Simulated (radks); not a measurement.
# Ga⁺ in [Ar] 3d10 4s2: an all-electron calculation

The task here is to estimate one member of a computed series from the others.

Program: radks (a radial shooting solver on a logarithmic mesh, Libxc functionals) version 1. Level of theory: Dirac Kohn-Sham, LDA (Slater exchange, Perdew-Wang correlation), spin-unpolarised, spherical densities, point nucleus. These are calculated values, not measurements, unless marked.

### Starting point

| Item | Value |
| --- | --- |
| element | gallium (Z = 31) |
| charge | +1 |
| electrons | 30 |
| configuration | [Ar] 3d10 4s2 |

The outer shells:

Ga⁺
```
[Ar] core
3d [↑↓][↑↓][↑↓][↑↓][↑↓]
4s [↑↓]
```

The first run:

The run's settings:

```text
Z 31
configuration [Ar] 3d10 4s2
relativity Dirac
functional lda,pw
spin unpolarised
j_filling energy
nucleus point
c 137.035999084
```

One table of the session follows, with a row left open; its other results are not shown here.

It belongs to the step «Shells». From the orbitals of this run (lengths in bohr):

| level | <r> | outermost maximum (interpolated) | 90 % within | nodes |
| --- | --- | --- | --- | --- |
| 1s1/2 | 0.04867 | 0.0318 | 0.0870 | 0 |
| 2s1/2 | 0.2180 | 0.183 | 0.338 | 1 |
| 2p1/2 | 0.1885 | 0.144 | 0.309 | 0 |
| 2p3/2 | 0.1920 | 0.147 | 0.314 | 0 |
| 3s1/2 | 0.6530 | 0.565 | 0.979 | 2 |
| 3p1/2 | 0.6726 | 0.561 | 1.04 | 1 |
| 3p3/2 | 0.6836 | 0.570 | 1.06 | 1 |
| 3d3/2 | ? | ? | ? | ? |
| 3d5/2 | 0.8106 | 0.532 | 1.40 | 0 |
| 4s1/2 | 2.204 | 1.84 | 3.31 | 3 |

**Question.** Estimate the row for 3d3/2.

As computed: <r>: 0.8043; outermost maximum (interpolated): 0.529; 90 % within: 1.39; nodes: 0. In the column «<r>» it lies between 3p3/2 (0.6836) and 3d5/2 (0.8106).
